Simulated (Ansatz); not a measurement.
# CdS: further runs on the relaxed cell

The task here is to estimate one member of a computed series from the others.

Computed with Ansatz 0.2.0 (DFT r2SCAN, scalar-relativistic, plane waves, PAW, unless a step's input says otherwise).

## Starting point

Symmetry: F-43m, No. 216, cubic system. Conventional cell: a = 5.879 Å, b = 5.879 Å, c = 5.879 Å, α = 90.00°, β = 90.00°, γ = 90.00°. Cd (site symmetry -43m) has 4 S at 2.55 Å as nearest neighbours. Around S (site symmetry -43m) lie 4 Cd at 2.55 Å.

As a file:

```
Cd S
1.0
     0.00000    2.93928    2.93928
     2.93928    0.00000    2.93928
     2.93928    2.93928    0.00000
Cd S
1 1
Direct
  0.00000 0.00000 0.00000
  0.25000 0.25000 0.25000
```

This cell was relaxed beforehand with the same method: volume 25.39 Å³/atom, gap on the mesh 1.54 eV.

Set-up of the first run:

Contents of input.yaml:

```yaml
crystal:
  lattice:
    - [0.0, 2.9095882262, 2.9095882262]
    - [2.9095882262, 0.0, 2.9095882262]
    - [2.9095882262, 2.9095882262, 0.0]
  atoms:
    - { symbol: Cd, position: [0.0, 0.0, 0.0] }
    - { symbol: S, position: [0.25, 0.25, 0.25] }
basis:
  ecutwfc: 500
kpoints:
  mp_grid: { grid: [8, 8, 8] }
hamiltonian:
  xc: r2scan
scf:
  occupations: { method: gaussian, width: 0.02 }
output:
  forces: true
  stress: true
  eigenvalues: true
  write_density: true
  write_potential: true
  elf: true
  volumetric_format: npy
```

Launch:

```sh
$ ansatz run input.yaml --threads 1 --pin off --max-ram 2560MiB --backend cpu --events-out ev --progress --plain --runs-dir out
```

Steps of the session up to this table: The cell scaled to 0.97 of its volume; Point at V/V0 = 1.03; Point at V/V0 = 0.94; Point at V/V0 = 1.06; The cell scaled to 0.91 of its volume; Volume × 1.10; Point at V/V0 = 0.88.

One table of the session follows, with a row left open; its other results are not shown here.

It belongs to the step «Equation of state». 

| volume (Å³/atom) | energy above the lowest point (meV/atom) | pressure (GPa) | gap on the mesh (eV) |
| --- | --- | --- | --- |
| 22.346 | 86.6 | 10.25 | 1.82 |
| 23.108 | ? | ? | ? |
| 23.870 | 19.1 | 4.27 | 1.68 |
| 24.632 | 4.5 | 1.95 | 1.61 |
| 25.394 | 0.0 | -0.02 | 1.54 |
| 26.155 | 4.2 | -1.69 | 1.47 |
| 26.917 | 15.7 | -3.11 | 1.41 |
| 27.933 | 40.6 | -4.67 | 1.32 |

Q: Estimate the row for volume (Å³/atom) = 23.108 from the others.

Worked estimate for «energy above the lowest point (meV/atom)». A straight line through the neighbours (22.346, 86.6) and (23.870, 19.1) gives 86.6 + (19.1 − 86.6) × (23.108 − 22.346) / (23.870 − 22.346) = 52.8; a parabola fitted to 3 rows on both sides gives 46.5.

The run gave: energy above the lowest point (meV/atom): 45.7; pressure (GPa): 7.01; gap on the mesh (eV): 1.75. In «energy above the lowest point (meV/atom)» the line misses by +7.1 and the parabola by +0.8.
